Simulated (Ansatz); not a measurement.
This script makes an all-electron equation of state of HfB2, space group P6/mmm with Ansatz's Python interface.

The script, `hfb2.py`:
```python
# -*- coding: utf-8 -*-
"""All-electron equation of state of HfB2."""

import ansatz as az
from ase.eos import EquationOfState
from ase.units import GPa
import numpy as np

VECTORS = np.array([
    [3.14, 0.0, 0.0],
    [-1.57, 2.71932, 0.0],
    [0.0, 0.0, 3.48],
])
SITES = [
    ("Hf", (0.0, 0.0, 0.0)),
    ("B", (1 / 3, 2 / 3, 0.5)),
    ("B", (2 / 3, 1 / 3, 0.5)),
]


def crystal_on(cell):
    crystal = az.Crystal(lattice=az.Lattice.of(cell))
    for symbol, position in SITES:
        crystal = crystal.atom(symbol, position)
    return crystal


def main():
    volumes, energies = [], []
    for scale in np.linspace(0.92, 1.08, 5):
        cell = VECTORS * scale ** (1 / 3)
        setup = (
            crystal_on(cell).calculation()
            .functional("pbesol")
            .occupations("fermi_dirac", width=0.05)
            .kpoints(11, 11, 8)
            .pseudopotentials("all_electron", lapw=True)
        )
        rep = setup.run().report
        volumes.append(abs(np.linalg.det(cell)) / len(SITES))
        energies.append(rep["free_energy_ev"] / len(SITES))
        print(f"{scale:.3f} {volumes[-1]:9.4f} A^3/atom {energies[-1]:16.5f} eV/atom  (estimated basis error {1000 * rep['lapw_basis_errors']['total_ev_per_atom']:.2f} meV/atom)")
    v0, e0, bulk = EquationOfState(volumes, energies, eos="birchmurnaghan").fit()
    print(f"V0 = {v0:.4f} A^3/atom, B0 = {bulk / GPa:.1f} GPa")


if __name__ == "__main__":
    main()
```

Its results, one of them left out:

| V (Å³/atom) | F less the lowest row shown (meV/atom) |
| --- | --- |
| 9.112 | 31.92 |
| 9.509 | 0.00 |
| 9.905 | ? |
| 10.301 | 19.76 |
| 10.697 | 61.77 |

What is the missing energy at 9.905 Å³ an atom?

A third-order Birch-Murnaghan fit, E = E0 + (9 V0 B0 / 16) [(t - 1)³ B' + (t - 1)² (6 - 4t)] with t = (V0/V)^(2/3), through the 4 rows shown gives V0 = 9.737 Å³, B0 = 261.8 GPa, B' = 3.86 and E0 = -4.57 meV. At V = 9.905 Å³, t = 0.98870, and the fit interpolates to -2.28 meV. The run gave -2.28 meV, a miss of 0.00 meV.

Shape and fractional positions are held along the curve, so the bulk modulus is an upper value where they are free to relax. The mesh is modest for a metal, so energies can be off by several to tens of meV an atom and pressures by half a GPa or more; differences at equal mesh fare better. Spin-orbit coupling, which matters for elements this heavy, is left out. The structure is a deposited one; some such entries were measured under pressure or heat, so a shift against it needn't be the functional's error alone. Finished in 98 s on 1 thread of Arm Neoverse V2, with other jobs on the host, peak memory 0.55 GiB.
